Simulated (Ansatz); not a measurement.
# NiMoIrPdW (Cm) in Ansatz: single point with PBE

Aim: the single point of NiMoIrPdW with PBE.

All numbers are computed with Ansatz 0.2.0; they aren't measurements. Logs are shortened: lines on timing, memory, paths and dates and some standing lists are left out, and cuts for length are marked.

### 1 The crystal as given

Symmetry: Cm, No. 8, monoclinic system. Conventional cell: a = 4.689 Å, b = 2.863 Å, c = 11.144 Å, α = 90.00°, β = 101.20°, γ = 90.00°. Ni (site symmetry m) is surrounded by 3 Ir at 2.59 to 2.61 Å and 3 Pd at 2.67 to 2.68 Å and 6 Ni at 2.75 to 2.86 Å. Mo (site symmetry m) is surrounded by 3 Ir at 2.68 Å and 6 Mo at 2.75 to 2.86 Å and 2 W at 2.78 Å. Pd (site symmetry m) is surrounded by 3 Ni at 2.67 to 2.68 Å and 3 W at 2.74 to 2.75 Å and 6 Pd at 2.75 to 2.86 Å. Ir (site symmetry m) is surrounded by 3 Ni at 2.59 to 2.61 Å and 3 Mo at 2.68 Å and 6 Ir at 2.75 to 2.86 Å. Around W (site symmetry m) lie 3 Pd at 2.74 to 2.75 Å and 6 W at 2.75 to 2.86 Å and 2 Mo at 2.78 Å.

The cell was built by a generator and needn't be a form met in nature.

### 2 Single point, PBE, collinear spin, ferromagnetic start

input.yaml

```yaml
crystal:
  lattice:
    - [2.3446, -1.43138, 0.00906]
    - [2.3446, 1.43138, 0.00906]
    - [-2.206, 0.0, 10.92374]
  atoms:
    - { symbol: Ni, position: [0.49838, 0.49838, 0.29525], spin: 1.0 }
    - { symbol: Mo, position: [0.31773, 0.31773, 0.91207], spin: 1.0 }
    - { symbol: Pd, position: [0.24733, 0.24733, 0.49061] }
    - { symbol: Ir, position: [0.74982, 0.74982, 0.10802], spin: 0.6 }
    - { symbol: W, position: [0.68673, 0.68673, 0.69406] }
hamiltonian:
  xc: pbe
  pseudopotentials: { kind: paw, source: jth }
magnetization:
  spin_polarized: true
kpoints:
  mp_grid: { grid: [11, 11, 3] }
scf:
  occupations: { method: fermi_dirac, width: 0.05 }
output:
  forces: true
  stress: true
  eigenvalues: true
```

Potentials or basis: JTH PAW.

Run with:

```console
ansatz run input.yaml --threads 8 --pin off --max-ram 20480MiB --backend cpu --events-out ev --progress --plain --runs-dir out
```

What it wrote:

```text
Warning: the checks of this Ni dataset prove no rule for summing its radial tables, as where they were carried onto another mesh than they were made on, and Gregory's rule is taken, under which a leading mesh point left out moves its sums only by what lay on the interval it spanned. That does not make them correct, and they differ from Quantum ESPRESSO's on this file; a re-export a fraction of a mesh step off can move them. hamiltonian.pseudopotentials.radial_quadrature: simpson_from_first_knot sums it by `pw.x`'s rule; on a PAW file no value gives `pw.x`'s numbers. What more to know: hamiltonian.pseudopotentials.radial_quadrature, in the input reference
Warning: the checks of this Mo dataset prove no rule for summing its radial tables, as where they were carried onto another mesh than they were made on, and Gregory's rule is taken, under which a leading mesh point left out moves its sums only by what lay on the interval it spanned. That does not make them correct, and they differ from Quantum ESPRESSO's on this file; a re-export a fraction of a mesh step off can move them. hamiltonian.pseudopotentials.radial_quadrature: simpson_from_first_knot sums it by `pw.x`'s rule; on a PAW file no value gives `pw.x`'s numbers. What more to know: hamiltonian.pseudopotentials.radial_quadrature, in the input reference
Warning: the checks of this Pd dataset prove no rule for summing its radial tables, as where they were carried onto another mesh than they were made on, and Gregory's rule is taken, under which a leading mesh point left out moves its sums only by what lay on the interval it spanned. That does not make them correct, and they differ from Quantum ESPRESSO's on this file; a re-export a fraction of a mesh step off can move them. hamiltonian.pseudopotentials.radial_quadrature: simpson_from_first_knot sums it by `pw.x`'s rule; on a PAW file no value gives `pw.x`'s numbers. What more to know: hamiltonian.pseudopotentials.radial_quadrature, in the input reference
Warning: the checks of this Ir dataset prove no rule for summing its radial tables, as where they were carried onto another mesh than they were made on, and Gregory's rule is taken, under which a leading mesh point left out moves its sums only by what lay on the interval it spanned. That does not make them correct, and they differ from Quantum ESPRESSO's on this file; a re-export a fraction of a mesh step off can move them. hamiltonian.pseudopotentials.radial_quadrature: simpson_from_first_knot sums it by `pw.x`'s rule; on a PAW file no value gives `pw.x`'s numbers. What more to know: hamiltonian.pseudopotentials.radial_quadrature, in the input reference
Warning: the checks of this W dataset prove no rule for summing its radial tables, as where they were carried onto another mesh than they were made on, and Gregory's rule is taken, under which a leading mesh point left out moves its sums only by what lay on the interval it spanned. That does not make them correct, and they differ from Quantum ESPRESSO's on this file; a re-export a fraction of a mesh step off can move them. hamiltonian.pseudopotentials.radial_quadrature: simpson_from_first_knot sums it by `pw.x`'s rule; on a PAW file no value gives `pw.x`'s numbers. What more to know: hamiltonian.pseudopotentials.radial_quadrature, in the input reference
Warning: RAYON_NUM_THREADS=8 ignored (pool sized by the plan → 8); use --threads N
Engine: ansatz 0.2.0, aarch64-unknown-linux-gnu
Pseudopotentials: kind: paw
Pseudopotential: Ni, paw, valence charge 18, recommended cutoff 2400 eV (normal), Ni.paw.azcp
Pseudopotential: Mo, paw, valence charge 14, recommended cutoff 1800 eV (normal), Mo.paw.azcp
Pseudopotential: Pd, paw, valence charge 18, recommended cutoff 1110 eV (normal), Pd.paw.azcp
Pseudopotential: Ir, paw, valence charge 15, recommended cutoff 720 eV (normal), Ir.paw.azcp
Pseudopotential: W, paw, valence charge 14, recommended cutoff 1290 eV (normal), W.paw.azcp
Functional definition: PBE
  parameter kappa = 0.804
[... 68 lines left out ...]
  E_hartree    = 2951.316256
  E_xc         = -708.768547
  E_vxc        = -741.830423  (∫ρ·V_xc dr)
  E_paw        = -25794.961657  (= ΣΔE_a)
  E_vpaw       = -156.338550  (= ΣTr[D̂ρ^β])
  E_aug_tail   = 0.000085  (compensation charges beyond the density's cutoff)
  E_ewald      = -10229.210423
  E_smearing   = -0.036363  (= −TS)
  E_closure    = -0.000000  (closes the sum)
  Σ components = -39259.621136   (vs F -39259.621136, Δ=0.00e0)
--- Forces (eV/Å), atoms counted from 1 ---
  atom   1  Ni    -0.01156791     0.00000000    -0.00032182
  atom   2  Mo     0.01798804     0.00000000    -0.08130803
  atom   3  Pd     0.00114419     0.00000000    -0.03053127
  atom   4  Ir     0.00099831     0.00000000     0.04290459
  atom   5  W     -0.00856285     0.00000000     0.06925491
  max |Σ_I F_I| component: 1.62e-6 eV/Å
--- Stress (GPa, compression-positive) ---
        0.095012       0.000000       0.086958
        0.000000      -0.308607       0.000000
        0.086958       0.000000       0.909756
  P = ⅓ Tr σ = 0.2321 GPa (2.321 kbar)
--- Band table (eV; the first three rows and the last of 204) ---
  k-point 0 ↑: bands = ["-81.1166", "-63.1136", "-52.4350", "-41.5910", "-41.4726", "-41.4393", "-39.4164", "-28.9977", "-28.6123", "-28.6003", "-27.7459", "-27.5864", "-27.5154", "-16.7950", "-16.0856", "-15.9844", "-13.5300", "-12.8919", "-12.7992", "12.6056", "13.7166", "15.2036", "15.8316", "16.2270", "17.9253", "18.1807", "18.6182", "18.8041", "18.9445", "19.1868", "19.4453", "19.4684", "19.6338", "19.8955", "20.0178", "20.3574", "20.7800", "20.7801", "20.8653", "20.8989", "21.1097", "21.4524", "21.6678", "22.1495", "22.2705", "23.0027", "24.0305", "24.8021", "25.3648"]
  k-point 1 ↑: bands = ["-81.1166", "-63.1136", "-52.4350", "-41.5910", "-41.4726", "-41.4393", "-39.4164", "-28.9977", "-28.6123", "-28.6003", "-27.7459", "-27.5864", "-27.5154", "-16.7950", "-16.0856", "-15.9844", "-13.5300", "-12.8919", "-12.7992", "12.6858", "13.5223", "15.2963", "15.8382", "16.3547", "17.9287", "18.1753", "18.6731", "18.8090", "18.9361", "19.1439", "19.4723", "19.5572", "19.6221", "19.7691", "20.0429", "20.1958", "20.2225", "20.6659", "20.7783", "21.0845", "21.1395", "21.6505", "22.0449", "22.2089", "22.3569", "22.9769", "24.0319", "24.7991", "25.3707"]
  k-point 2 ↑: bands = ["-81.1162", "-63.1113", "-52.4279", "-41.5907", "-41.4745", "-41.4417", "-39.4031", "-28.9950", "-28.6311", "-28.6079", "-27.7415", "-27.6141", "-27.5316", "-16.7819", "-16.1589", "-16.0193", "-13.5177", "-12.9683", "-12.8344", "12.9007", "14.0136", "15.4212", "16.0744", "16.3892", "17.8544", "18.1272", "18.5958", "18.8886", "18.9407", "19.0363", "19.1408", "19.4225", "19.7456", "19.8468", "19.9556", "20.2542", "20.4390", "20.6368", "20.7812", "20.9632", "21.0834", "21.4047", "21.9625", "22.2318", "22.3756", "23.5518", "24.1694", "24.7392", "25.7182"]
  k-point 101 ↓: bands = ["-81.1111", "-63.0765", "-52.3213", "-41.5874", "-41.5210", "-41.4565", "-39.2046", "-28.9544", "-28.9016", "-28.7107", "-28.0156", "-27.7486", "-27.6727", "-17.1423", "-16.5985", "-16.4562", "-14.0109", "-13.3347", "-13.2759", "15.3247", "15.8721", "16.2002", "16.4587", "16.5058", "16.9126", "17.8506", "18.2547", "18.3899", "18.5971", "18.8468", "19.4711", "20.1528", "20.3528", "20.6331", "20.8509", "21.2648", "21.5863", "21.7943", "22.1072", "22.3663", "23.2334", "23.5026", "24.0207", "25.0034", "25.1901", "25.6106", "26.7078", "27.1313", "27.6086"]
```

Run time: 3.6 min. Hardware: 8 threads of Arm Neoverse V2, shared host; peak memory 6.6 GiB.

What came out:

| Property | Result |
| --- | --- |
| Free energy | -39259.6211 eV |
| Pressure | 0.2 GPa |
| Largest force | 0.083 eV/Å |
| Band gap on the k mesh | none (metal or under the smearing width) |
| Net moment | 0.00 μB per cell |
| Absolute moment | 0.00 μB per cell |

Forces in eV/Å, atoms in the order of the input:
```
Ni  -0.012  0.000  0.000
Mo   0.018  0.000 -0.081
Pd   0.001  0.000 -0.031
Ir   0.001  0.000  0.043
W   -0.009  0.000  0.069
```

Levels at points of the mesh, in eV from the Fermi level:
Spin up:
| k point | band 36 | band 37 | band 38 | band 39 | band 40 | band 41 | band 42 | band 43 |
| --- | --- | --- | --- | --- | --- | --- | --- | --- |
| (0.00, 0.00, 0.00) | -1.31 | -0.88 | -0.88 | -0.80 | -0.76 | -0.55 | -0.21 | 0.00 |
Spin down:
| k point | band 35 | band 36 | band 37 | band 38 | band 39 | band 40 | band 41 | band 42 | band 43 | band 44 |
| --- | --- | --- | --- | --- | --- | --- | --- | --- | --- | --- |
| (0.00, 0.00, 0.00) | -1.65 | -1.31 | -0.88 | -0.88 | -0.80 | -0.76 | -0.55 | -0.21 | 0.00 | 0.49 |

Caveat: the starting moments weren't kept. The run has no spin-orbit coupling, so splittings on Ir, W are missing.
